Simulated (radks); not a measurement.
# Valence configurations of Ta

Aim: which of several valence configurations of Ta lies lowest at this level, and whether it is the one NIST lists ([Xe] 4f14 5d3 6s2).

Method: scalar-relativistic Kohn-Sham, PBEsol, spin-polarised, spherical densities, finite nucleus; open shells are filled with parallel spins first. Code: radks (a radial shooting solver on a logarithmic mesh, Libxc functionals) version 1.

## (1) The atom as given

```
element            : tantalum (Z = 73)
charge             : 0
electrons          : 73
configuration      : [Xe] 4f14 5d3 6s2
nuclear rms radius : 5.3507 fm
others tried       : 4f13 5d4 6s2; 4f13 5d3 6s2 6p1; 4f14 5d3 6s1 6p1; 4f14 5d4 6s1; 4f14 5d2 6s2 6p1; 4f14 5d3 6s1.5 6p0.5; 4f11 5d4 6s2 6p2; 4f14 6s2 6p3; 4f12 5d5 6s2
```

Outer shells as boxes (Hund's rule):

Ta
```
[Xe] core
4f [↑↓][↑↓][↑↓][↑↓][↑↓][↑↓][↑↓]
5d [↑ ][↑ ][↑ ][  ][  ]
6s [↑↓]
```

## (2) [Xe] 4f14 5d3 6s2

Input:

```text
Z 73
configuration [Xe] 4f14 5d3 6s2
relativity scalar-relativistic
functional pbe_sol,pbe_sol
spin polarised
nucleus finite rms 5.3507 fm
c 137.035999084
```

## (3) [Xe] 4f13 5d4 6s2

Input: that of step 2 with these lines changed.

```diff
@@ -1,3 +1,3 @@
 Z 73
-configuration [Xe] 4f14 5d3 6s2
+configuration [Xe] 4f13 5d4 6s2
 relativity scalar-relativistic
```

## (4) [Xe] 4f13 5d3 6s2 6p1

Input: that of step 3 with these lines changed.

```diff
@@ -1,3 +1,3 @@
 Z 73
-configuration [Xe] 4f13 5d4 6s2
+configuration [Xe] 4f13 5d3 6s2 6p1
 relativity scalar-relativistic
```

## (5) [Xe] 4f14 5d3 6s1 6p1

Input:

```text
Z 73
configuration [Xe] 4f14 5d3 6s1 6p1
relativity scalar-relativistic
functional pbe_sol,pbe_sol
spin polarised
nucleus finite rms 5.3507 fm
c 137.035999084
```

## (6) [Xe] 4f14 5d4 6s1

Input: that of step 5 with these lines changed.

```diff
@@ -1,3 +1,3 @@
 Z 73
-configuration [Xe] 4f14 5d3 6s1 6p1
+configuration [Xe] 4f14 5d4 6s1
 relativity scalar-relativistic
```

## (7) [Xe] 4f14 5d2 6s2 6p1

Input: that of step 6 with these lines changed.

```diff
@@ -1,3 +1,3 @@
 Z 73
-configuration [Xe] 4f14 5d4 6s1
+configuration [Xe] 4f14 5d2 6s2 6p1
 relativity scalar-relativistic
```

## (8) [Xe] 4f14 5d3 6s1.5 6p0.5

Input:

```text
Z 73
configuration [Xe] 4f14 5d3 6s1.5 6p0.5
relativity scalar-relativistic
functional pbe_sol,pbe_sol
spin polarised
nucleus finite rms 5.3507 fm
c 137.035999084
```

## (9) [Xe] 4f11 5d4 6s2 6p2

Input:

```text
Z 73
configuration [Xe] 4f11 5d4 6s2 6p2
relativity scalar-relativistic
functional pbe_sol,pbe_sol
spin polarised
nucleus finite rms 5.3507 fm
c 137.035999084
```

## (10) [Xe] 4f14 6s2 6p3

Input: that of step 9 with these lines changed.

```diff
@@ -1,3 +1,3 @@
 Z 73
-configuration [Xe] 4f11 5d4 6s2 6p2
+configuration [Xe] 4f14 6s2 6p3
 relativity scalar-relativistic
```

## (11) [Xe] 4f12 5d5 6s2

Input: that of step 10 with these lines changed.

```diff
@@ -1,3 +1,3 @@
 Z 73
-configuration [Xe] 4f14 6s2 6p3
+configuration [Xe] 4f12 5d5 6s2
 relativity scalar-relativistic
```

Q: Predict the outcome of this session. Wanted: for each run, valence; E − E(NIST configuration); moment; highest level; its energy; 1s shift.

As calculated:

```tsv
valence	E − E(NIST configuration) (eV)	moment (μB)	highest level	its energy (eV)	1s shift (eV)
4f14 5d3 6s2	0.000	3	5d up	-4.244	+0.00
4f14 5d4 6s1	0.147	5	5d up	-3.306	+2.00
4f14 5d3 6s1.5 6p0.5	1.434	4	6p up	-2.081	-0.70
4f14 5d3 6s1 6p1	2.612	5	6p up	-2.457	-1.29
4f14 5d2 6s2 6p1	3.354	3	6p up	-2.664	-3.76
4f14 6s2 6p3	14.523	3	6p up	-4.527	-11.93
4f13 5d4 6s2	23.365	5	6s down	-4.678	-8.73
4f13 5d3 6s2 6p1	28.079	5	6p up	-2.727	-12.79
4f12 5d5 6s2	53.429	7	6s down	-4.636	-18.03
4f11 5d4 6s2 6p2	107.52	9	6p up	-3.876	-37.11
```

**Reading.** The NIST configuration is the lowest of those tried, 0.147 eV under 4f14 5d4 6s1. The energies are those of spherical high-spin densities, not of single terms. The 1s eigenvalue shifts by up to 37.11 eV as the valence charge is rearranged.
